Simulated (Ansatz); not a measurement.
# Sn3Ge2Se5: the cost of one run

Method: DFT PBE, scalar-relativistic, plane waves, PAW, in Ansatz 0.2.0.

### 1 The starting structure

The structure is tetragonal, space group I4/mmm (No. 139). The conventional cell has a = 4.211 Å, b = 4.211 Å, c = 29.779 Å, α = 90.00°, β = 90.00°, γ = 90.00°. Around Sn (site symmetry 4/mmm) lie 6 Se at 2.98 Å. Sn (site symmetry 4mm) has 6 Se at 2.98 Å in its first shell of neighbours. Ge (site symmetry 4mm) has 6 Se at 2.98 Å in its first shell of neighbours. Se (site symmetry 4mm) is surrounded by 5 Sn at 2.98 Å and 1 Ge at 2.98 Å. Around Se (site symmetry 4mm) lie 1 Sn at 2.98 Å and 5 Ge at 2.98 Å. Se (site symmetry 4/mmm) has 6 Sn at 2.98 Å in its first shell of neighbours.

Structure file:

```cif
data_structure
_symmetry_space_group_name_H-M 'P 1'
_symmetry_Int_Tables_number 1
_cell_length_a 15.1841
_cell_length_b 15.1841
_cell_length_c 15.1841
_cell_angle_alpha 164.058
_cell_angle_beta 164.058
_cell_angle_gamma 22.620
_cell_volume 264.07
loop_
_atom_site_label
_atom_site_type_symbol
_atom_site_fract_x
_atom_site_fract_y
_atom_site_fract_z
_atom_site_occupancy
Sn1 Sn 0.00000 0.00000 0.00000 1
Sn2 Sn 0.60000 0.60000 0.00000 1
Sn3 Sn 0.40000 0.40000 0.00000 1
Ge1 Ge 0.20000 0.20000 0.00000 1
Ge2 Ge 0.80000 0.80000 0.00000 1
Se1 Se 0.10000 0.10000 0.00000 1
Se2 Se 0.70000 0.70000 0.00000 1
Se3 Se 0.30000 0.30000 0.00000 1
Se4 Se 0.90000 0.90000 0.00000 1
Se5 Se 0.50000 0.50000 0.00000 1
```

The start is an ordering of an alloy on its end members' structure types: elements ordered on the sites of the SnSe type, Ge/Sn on Sn (I4/mmm, No. 139).

### 2 The guess as it stands, on a coarse mesh

File input.yaml:

```yaml
crystal:
  lattice:
    - [-2.10566206, 2.10566206, 14.8892792]
    - [2.10566206, -2.10566206, 14.8892792]
    - [2.10566206, 2.10566206, -14.8892792]
  atoms:
    - { symbol: Sn, position: [0.0, 0.0, 0.0] }
    - { symbol: Sn, position: [0.6, 0.6, 0.0] }
    - { symbol: Sn, position: [0.4, 0.4, 0.0] }
    - { symbol: Ge, position: [0.2, 0.2, 0.0] }
    - { symbol: Ge, position: [0.8, 0.8, 0.0] }
    - { symbol: Se, position: [0.1, 0.1, 0.0] }
    - { symbol: Se, position: [0.7, 0.7, 0.0] }
    - { symbol: Se, position: [0.3, 0.3, 0.0] }
    - { symbol: Se, position: [0.9, 0.9, 0.0] }
    - { symbol: Se, position: [0.5, 0.5, 0.0] }
basis:
  ecutwfc: 420
kpoints:
  mp_grid: { grid: [6, 6, 6] }
hamiltonian:
  xc: pbe
scf:
  occupations: { method: gaussian, width: 0.1 }
  lower_state_search: "off"
output:
  forces: true
  stress: true
  eigenvalues: true
```

The run is started by

```bash
> ansatz run input.yaml --threads 4 --pin off --max-ram 8192MiB --backend cpu --events-out ev --progress --plain --runs-dir out
```

What time and memory should one allow on 4 threads of Intel Xeon at 2.50GHz (Skylake/Cascade Lake), shared host?

About 19 s, with a peak of 1.1 GiB.
